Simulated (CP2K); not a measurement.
## NiMoIrPdW in CP2K: the effect of functional

NiMoIrPdW:

```xyz
5
Lattice="2.7662 0.0000 0.0000 -1.3831 2.3956 0.0000 0.0000 0.0000 11.0229" Properties=species:S:1:pos:R:3 pbc="T T T"
Ni    0.0000    1.5971    6.5820
Mo    0.0000    0.0000    4.5276
Pd    1.3831    0.7985    8.7654
Ir    1.3831    0.7985    2.2002
W     0.0000    1.5971   10.9936
```

The cell was built by a generator and needn't be a form met in nature.

Alike in all runs:

| Item | Value |
| --- | --- |
| Program | CP2K 2026.2 |
| Task | band structure |
| Potentials or basis | GTH_POTENTIALS Ni GTH-PBE-q18, Pd GTH-PBE-q18, Ir GTH-PBE-q17, W GTH-PBE-q14; POTENTIAL_UZH Mo GTH-PBE-q14; TZVP-MOLOPT-SR-GTH, TZVP-MOLOPT-PBE-GTH basis |
| Density cutoff | 13606 eV |
| k mesh | 11 × 11 × 3 |
| Occupations | fermi-dirac, width 0.05 eV |
| Spin | collinear spin, ferromagnetic start |
| Starting moments | [1.0, 1.0, 0.0, 0.6, 0.0] μB |

```tsv
functional	pressure (GPa)
LDA	?
PBEsol	-8.7
RPBE	3.5
vdW-DF-cx	-7.4
```

Q: What does the run with functional LDA give?

A: Pressure -13.4 GPa.

Caveats: the potentials were made for another functional, which shifts forces and pressure; the basis of atomic orbitals isn't converged, which shifts pressures, moduli and gaps; the total moment is fixed, so each spin has its own Fermi level.

Runs at the PBE level aren't shown here.
